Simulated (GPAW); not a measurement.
## TeAs2 in GPAW: the effect of target pressure

The system is TeAs2.

```
Te As
1.0
    -3.55645    3.55645    2.94052
     3.55645   -3.55645    2.94052
     3.55645    3.55645   -2.94052
Te As
2 4
Direct
  0.00000 0.00000 0.00000
  0.75000 0.25000 0.50000
  0.87500 0.62500 0.25000
  0.37500 0.62500 0.75000
  0.37500 0.12500 0.75000
  0.37500 0.62500 0.25000
```

The cell comes from a database or a generator and needn't be the stable form of this composition.

Alike in all runs:

* Program: GPAW 26.7.0
* Task: relaxation of cell and atoms
* Functional: PBEsol
* Potentials or basis: PAW data sets generated in the run's folder for this functional
* Cutoff: 600 eV
* Basis: pw
* k mesh: 4 × 4 × 4
* Occupations: fermi-dirac, width 0.05 eV
* Spin: no spin polarisation

Each run relaxes the cell or the atoms first.

| target pressure | target pressure | relaxed volume (Å³/atom) |
| --- | --- | --- |
| 0 GPa | - | 22.91 |
| 2 GPa | 2 GPa | 22.25 |
| 5 GPa | 5 GPa | 21.45 |
| 10 GPa | 10 GPa | ? |
| 20 GPa | 20 GPa | 18.64 |
| 30 GPa | 30 GPa | 17.55 |

Task: What does the run with target pressure 10 GPa give?

Result: Relaxed volume 20.38 Å³/atom.

Worked out: In Murnaghan's law V^(-B') rises as a straight line in P. The other rows fit best with B' = 3.8, V0 = 22.92 Å³/atom and B0 = 65 GPa, which gives 20.29 Å³/atom at 10 GPa, against the run's 20.38.

Caveats: later steps reuse the first step's grids; the volume moved by over 15 % at a fixed basis, so the end points are rough (some runs).
